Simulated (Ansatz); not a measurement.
# ZrC: the cost of one run

Program: Ansatz 0.2.0. Level of theory: DFT PBE, with the methods named in each step. These are calculated values, not measurements.

The COD entry's cell or inner coordinates are ideal or old and differ from later refinements, so a difference from it is no clean test against experiment.

## (1) The structure to begin with

It takes space group Fm-3m (No. 225, cubic). The conventional cell has a = 4.730 Å, b = 4.730 Å, c = 4.730 Å, α = 90.00°, β = 90.00°, γ = 90.00°. Zr (site symmetry m-3m) is surrounded by 6 C at 2.37 Å. C (site symmetry m-3m) has 6 Zr at 2.37 Å as nearest neighbours.

Structure file:

```
CELL_PARAMETERS angstrom
0.00000 2.36500 2.36500
2.36500 0.00000 2.36500
2.36500 2.36500 0.00000
ATOMIC_POSITIONS crystal
Zr 0.50000 0.50000 0.50000
C 0.00000 0.00000 0.00000
```

Atoms are numbered in the order of the input: Zr1, C2.

## (2) Free moments, LAPW

Input file input.yaml:

```yaml
crystal:
  lattice:
    - [0.0, 2.365, 2.365]
    - [2.365, 0.0, 2.365]
    - [2.365, 2.365, 0.0]
  atoms:
    - { symbol: Zr, position: [0.5, 0.5, 0.5], spin: 1.0 }
    - { symbol: C, position: [0.0, 0.0, 0.0] }
magnetization:
  spin_polarized: true
kpoints:
  mp_grid: { grid: [12, 12, 12] }
scf:
  occupations: { method: fermi_dirac, width: 0.05 }
  lower_state_search: "off"
hamiltonian:
  xc: pbe
  pseudopotentials: { kind: all_electron, lapw: { basis_error: 0.001 } }
output:
  forces: true
  stress: true
  eigenvalues: false
  populations: true
  dos: { projected: true, de: 0.1, e_range: [-8, 5] }
```

Started as:

```bash
$ ansatz run input.yaml --threads 1 --pin off --max-ram 3072MiB --backend cpu --events-out ev --progress --plain --runs-dir out
```

**Question.** How long does this run take on 1 thread of Arm Neoverse V1, shared host, and how much memory does it need?

About 34 s, with a peak of 0.42 GiB.
